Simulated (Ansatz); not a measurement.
# GeH4Se: the cost of one run

All numbers below are computed with Ansatz 0.2.0 (RKS PBE-D4/def2-SVP).

## Step 1: The starting structure

Bond lengths: Ge1–H2 1.660 Å, Ge1–H4 1.553 Å, Ge1–H5 1.553 Å, Se3–H6 1.447 Å. Angles: H2–Ge1–H4 103.4°, H2–Ge1–H5 100.5°, H4–Ge1–H5 96.2°.

Coordinates:

```xyz
6

Ge    1.3617    0.4148    0.0931
H     0.0136    0.4451   -0.8751
Se   -1.4375   -0.6479   -0.0592
H     0.8100    0.8055    1.4911
H     1.4734   -1.1085    0.3759
H    -2.2212    0.0911   -1.0258
```

## Step 2: Pulling towards end A

Springs on the bonds that form and break draw the guess towards this end; the thresholds are loose.

Input file input.yaml:

```yaml
crystal:
  periodic: [false, false, false]
  atoms:
    - { symbol: Ge, position_ang: [1.3617, 0.4148, 0.0931] }
    - { symbol: H, position_ang: [0.0136, 0.4451, -0.8751] }
    - { symbol: Se, position_ang: [-1.4375, -0.6479, -0.0592] }
    - { symbol: H, position_ang: [0.81, 0.8055, 1.4911] }
    - { symbol: H, position_ang: [1.4734, -1.1085, 0.3759] }
    - { symbol: H, position_ang: [-2.2212, 0.0911, -1.0258] }
basis:
  gaussian: { orbitals: def2-SVP }
hamiltonian:
  xc: pbe
  dispersion: d4
relax:
  f_tol: 0.15
  max_steps: 25
  restrain:
    - { distance: [0, 1], at: 2.81, k: 30.0 }
    - { distance: [0, 2], at: 3.7, k: 30.0 }
    - { distance: [1, 2], at: 1.51, k: 30.0 }
```

Launch:

```console
> ansatz run input.yaml --threads 2 --pin off --max-ram 3072MiB --backend cpu --events-out ev --progress --plain --runs-dir out
```

**Question.** How long does this run take on 2 threads of Intel Xeon Platinum 8488C (Sapphire Rapids), shared host, and how much memory does it need?

About 7.9 s, with a peak of 0.14 GiB.
